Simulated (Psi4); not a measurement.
**TiH4O4 (SMILES O[Ti](O)(O)O): PBE/def2-SVP**

What is the energy change on altering one bond length of TiH4O4 at PBE/def2-SVP? 

The calculation is run with Psi4 1.11.

19 further runs of the same task are left out: 18 that didn't finish, 1 set aside as unsound or not needed.

## (1) The molecule

The species is TiH4O4 (9 atoms), meant as a singlet with charge 0. SMILES: `O[Ti](O)(O)O`. The shape is that of a PBE0-D4/def2-TZVP optimisation. This is one conformer, not always the lowest.

Bond lengths: O1–Ti2 1.801 Å, Ti2–O3 1.801 Å, Ti2–O4 1.801 Å, Ti2–O5 1.801 Å, O1–H6 0.958 Å, O3–H7 0.958 Å, O4–H8 0.958 Å, O5–H9 0.958 Å. Angles: O1–Ti2–O3 108.5°, O1–Ti2–O4 109.9°, O1–Ti2–O5 110.0°, O3–Ti2–O4 110.0°, O3–Ti2–O5 109.9°, O4–Ti2–O5 108.5°, Ti2–O1–H6 129.5°, Ti2–O3–H7 129.5°, Ti2–O4–H8 129.5°, Ti2–O5–H9 129.6°.

## (2) Energy and forces at PBE/def2-SVP

File job.json:

```json
{
 "schema_name": "qcschema_input",
 "schema_version": 1,
 "molecule": {
  "schema_name": "qcschema_molecule",
  "schema_version": 2,
  "symbols": ["O", "Ti", "O", "O", "O", "H", "H", "H", "H"],
  "geometry": [-0.2366882, 2.39690972, -2.40511113, 0.00013228, 0.00017008, -9.449e-05, 3.12127954, -1.35173999, -0.12494869, -2.33500229, -2.41733766, -0.53636097, -0.54894654, 1.37247029, 3.06574049, -1.53723551, 2.67197825, -3.63377326, 4.29153023, -1.67424065, 1.21789069, -2.122427, -4.11251648, -1.13487502, -0.63262361, 3.11428755, 3.55153238],
  "molecular_charge": 0,
  "molecular_multiplicity": 1,
  "fix_symmetry": "c1",
  "fix_com": true,
  "fix_orientation": true
 },
 "driver": "gradient",
 "model": {
  "method": "pbe",
  "basis": "def2-SVP"
 },
 "keywords": {
  "puream": true,
  "e_convergence": 1e-09,
  "d_convergence": 1e-08,
  "scf_type": "pk",
  "dft_radial_points": 99,
  "dft_spherical_points": 590
 }
}
```

Started as:

```bash
$ psi4 --qcschema job.json -n 1 --memory 2200MB
```

stdout, cut to the lines that bear on the results:

```text
[...]
  Running in c1 symmetry.
[...]
  Nuclear repulsion =  327.335093244906091
[...]
  Multiplicity = 1
[...]
  Nalpha       = 29
  Nbeta        = 29
[...]
    Number of basis functions: 107
[...]
   @RKS iter   1: -1151.15064452224760   -1.97497e-01   1.48423e-02 ADIIS/DIIS
[...]
   @RKS iter  14: -1152.12280543272664   -1.97815e-11   7.01661e-09 DIIS
[...]
    Orbital Energies [Eh]
    ---------------------
    Doubly Occupied:
       1A   -177.713316     2A    -19.501135     3A    -18.740072
       4A    -18.740030     5A    -18.740004     6A    -18.739998
       7A    -16.292910     8A    -16.292321     9A    -16.292320
      10A     -2.235282    11A     -1.397456    12A     -1.395140
      13A     -1.395135    14A     -0.857834    15A     -0.848714
      16A     -0.848099    17A     -0.848091    18A     -0.420600
      19A     -0.419360    20A     -0.419341    21A     -0.415159
      22A     -0.297912    23A     -0.290437    24A     -0.282316
      25A     -0.273859    26A     -0.273855    27A     -0.250422
      28A     -0.247672    29A     -0.247659
[...]
  @RKS Final Energy: -1152.12280543272664
   => Energetics <=
    Nuclear Repulsion Energy =            327.3350932449060906
    One-Electron Energy =               -2234.6029839183511285
    Two-Electron Energy =                 832.5982368689674331
    DFT Exchange-Correlation Energy =     -77.4531516282491310
    Empirical Dispersion Energy =           0.0000000000000000
    VV10 Nonlocal Energy =                  0.0000000000000000
    Total Energy =                      -1152.1228054327266364
[...]
 Multipole Moments:
 ------------------------------------------------------------------------------------
     Multipole            Electronic (a.u.)      Nuclear  (a.u.)        Total (a.u.)
 ------------------------------------------------------------------------------------
 L = 1.  Multiply by 2.5417464519 to convert [e a0] to [Debye]
 Dipole X            :         -0.0078103            0.0072944           -0.0005159
 Dipole Y            :         -0.0056962            0.0056693           -0.0000269
 Dipole Z            :          0.0073308           -0.0067464            0.0005844
 Magnitude           :                                                    0.0007800
[...]
  -Total Gradient:
     Atom            X                  Y                   Z
    ------   -----------------  -----------------  -----------------
       1       -0.011070666829    -0.000270107455    -0.007574116150
       2        0.000000463592     0.000003597990     0.000009813837
       3        0.006306399984    -0.001460135551     0.011752701138
       4        0.004532051351    -0.011623419822    -0.004790339993
       5        0.000220924114     0.013354743691     0.000614040849
       6        0.010760192151    -0.001715386847     0.009488537144
       7       -0.008846633290     0.002411960543    -0.011168063640
       8       -0.002351407744     0.013330977070     0.004894755951
       9        0.000448991637    -0.014032019693    -0.003227005019
[...]
```

Wall time 31 s (1 thread of Intel Xeon 6975P-C (Granite Rapids), shared host); peak memory 1 GiB.

## (3) The distorted shape at the same level

File h4o4ti.json:

```json
{
  "schema_name": "qcschema_input",
  "schema_version": 1,
  "molecule": {
    "schema_name": "qcschema_molecule",
    "schema_version": 2,
    "symbols": ["O", "Ti", "O", "O", "O", "H", "H", "H", "H"],
    "geometry": [-0.35510222, 3.595323, -3.60766292, 0.00013228, 0.00017008, -9.449e-05, 3.12127954, -1.35173999, -0.12494869, -2.33500229, -2.41733766, -0.53636097, -0.54894654, 1.37247029, 3.06574049, -1.65564953, 3.87039154, -4.83632505, 4.29153023, -1.67424065, 1.21789069, -2.122427, -4.11251648, -1.13487502, -0.63262361, 3.11428755, 3.55153238],
    "molecular_charge": 0,
    "molecular_multiplicity": 1,
    "fix_symmetry": "c1",
    "fix_com": true,
    "fix_orientation": true
  },
  "driver": "gradient",
  "model": {
    "method": "pbe",
    "basis": "def2-SVP"
  },
  "keywords": {
    "puream": true,
    "e_convergence": 1e-09,
    "d_convergence": 1e-08,
    "scf_type": "pk",
    "dft_radial_points": 99,
    "dft_spherical_points": 590
  }
}
```

Started as:

```bash
$ psi4 --qcschema h4o4ti.json -n 1 --memory 2200MB
```

stdout, cut to the lines that bear on the results:

```text
[...]
  Running in c1 symmetry.
[...]
  Nuclear repulsion =  300.392787347535943
[...]
  Multiplicity = 1
[...]
  Nalpha       = 29
  Nbeta        = 29
[...]
    Number of basis functions: 107
[...]
   @RKS iter   1: -1150.85868507346618   -9.88416e-02   1.53986e-02 ADIIS/DIIS
[...]
   @RKS iter  20: -1152.01619611045430   -1.81899e-12   8.54118e-09 DIIS
[...]
  @RKS Final Energy: -1152.01619611045430
   => Energetics <=
    Nuclear Repulsion Energy =            300.3927873475359434
    One-Electron Energy =               -2179.8100909402664911
    Two-Electron Energy =                 804.7313172797779544
    DFT Exchange-Correlation Energy =     -77.3302097975017944
    Empirical Dispersion Energy =           0.0000000000000000
    VV10 Nonlocal Energy =                  0.0000000000000000
    Total Energy =                      -1152.0161961104543025
[...]
 Multipole Moments:
 ------------------------------------------------------------------------------------
     Multipole            Electronic (a.u.)      Nuclear  (a.u.)        Total (a.u.)
 ------------------------------------------------------------------------------------
 L = 1.  Multiply by 2.5417464519 to convert [e a0] to [Debye]
 Dipole X            :          1.2687443           -1.0584318            0.2103125
 Dipole Y            :        -11.6837942           10.7913888           -0.8924054
 Dipole Z            :         11.7887659          -10.8297125            0.9590534
 Magnitude           :                                                    1.3268014
[...]
  -Total Gradient:
     Atom            X                  Y                   Z
    ------   -----------------  -----------------  -----------------
       1       -0.030392935504     0.033116485113    -0.054191572529
       2        0.009537380894    -0.032294820194     0.040360376264
       3        0.019432451900    -0.006083263927     0.011655898371
       4       -0.004746299297    -0.021555101248    -0.008906615587
       5       -0.001372684432     0.018641591782     0.013549749775
       6        0.020802135374     0.007574383280     0.008159041283
       7       -0.011195841597     0.002160525457    -0.011694943828
       8       -0.002479457899     0.014964909922     0.006067354557
       9        0.000447592301    -0.016583532691    -0.005000233752
[...]
```

The result, in JSON:

```text
{
 "driver": "gradient",
 "model": {
  "method": "pbe",
  "basis": "def2-SVP"
 },
 "success": true,
 "return_result": [-0.030392935503940482, 0.033116485113241396, -0.05419157252934367, 0.00953738089361603, -0.03229482019353488, 0.04036037626391208, 0.019432451900119482, -0.0060832639271919, 0.0116558983712714, -0.004746299296521539, -0.02155510124785942, -0.008906615586881661, -0.0013726844319200057, 0.01864159178247471, 0.013549749774502622, 0.020802135373669706, 0.0075743832803909505, 0.00815904128297043, -0.011195841596502693, 0.0021605254569312116, -0.011694943828460591, -0.0024794578985445417, 0.014964909921644176, 0.006067354557092244, 0.00044759230083364285, -0.016583532690695513, -0.005000233751719402],
 "properties": {
  "calcinfo_nbasis": 107,
  "calcinfo_nmo": 107,
  "calcinfo_nalpha": 29,
  "calcinfo_nbeta": 29,
  "calcinfo_natom": 9,
  "nuclear_repulsion_energy": 300.39278734753594,
  "return_energy": -1152.0161961104543,
  "return_gradient": [-0.030392935503940482, 0.033116485113241396, -0.05419157252934367, 0.00953738089361603, -0.03229482019353488, 0.04036037626391208, 0.019432451900119482, -0.0060832639271919, 0.0116558983712714, -0.004746299296521539, -0.02155510124785942, -0.008906615586881661, -0.0013726844319200057, 0.01864159178247471, 0.013549749774502622, 0.020802135373669706, 0.0075743832803909505, 0.00815904128297043, -0.011195841596502693, 0.0021605254569312116, -0.011694943828460591, -0.0024794578985445417, 0.014964909921644176, 0.006067354557092244, 0.00044759230083364285, -0.016583532690695513, -0.005000233751719402],
  "scf_one_electron_energy": -2179.8100909402665,
  "scf_two_electron_energy": 804.731317279778,
  "scf_xc_energy": -77.3302097975018,
  "scf_dipole_moment": [0.21031250984198735, -0.8924053629129602, 0.9590533511150081],
  "scf_total_energy": -1152.0161961104543,
  "scf_total_gradient": [-0.030392935503940482, 0.033116485113241396, -0.05419157252934367, 0.00953738089361603, -0.03229482019353488, 0.04036037626391208, 0.019432451900119482, -0.0060832639271919, 0.0116558983712714, -0.004746299296521539, -0.02155510124785942, -0.008906615586881661, -0.0013726844319200057, 0.01864159178247471, 0.013549749774502622, 0.020802135373669706, 0.0075743832803909505, 0.00815904128297043, -0.011195841596502693, 0.0021605254569312116, -0.011694943828460591, -0.0024794578985445417, 0.014964909921644176, 0.006067354557092244, 0.00044759230083364285, -0.016583532690695513, -0.005000233751719402],
  "scf_iterations": 20
 }
}
```

Run time: 32 s. Hardware: 1 thread of Intel Xeon 6975P-C (Granite Rapids), shared host; peak memory 1 GiB.

## (4) What came out

Level: PBE/def2-SVP.

| quantity | value |
| --- | --- |
| first shape: total energy | -1152.12281 Eh |
| first shape: dipole moment | 0.00 D |
| first shape: HOMO energy | -6.74 eV |
| first shape: LUMO energy | -1.66 eV |
| first shape: HOMO–LUMO gap | 5.08 eV |
| first shape: largest force on an atom | 0.743 eV/Å |
| distorted shape: total energy | -1152.01620 Eh |
| distorted shape: dipole moment | 3.37 D |
| distorted shape: HOMO energy | -4.27 eV |
| distorted shape: LUMO energy | -3.04 eV |
| distorted shape: HOMO–LUMO gap | 1.23 eV |
| distorted shape: largest force on an atom | 3.620 eV/Å |
| energy change with the O1–Ti2 bond stretched from 1.801 to 2.702 Å | 2.901 eV |

**Reading.** With the O1–Ti2 bond stretched from 1.801 to 2.702 Å the energy rises by 2.90 eV (280 kJ/mol). The first shape isn't relaxed at this level, so the change isn't measured from a minimum. A restricted reference can't describe the breaking bond well at this length. The largest force (first shape) is 0.74 eV/Å: the shape isn't a stationary point for this species at this level.
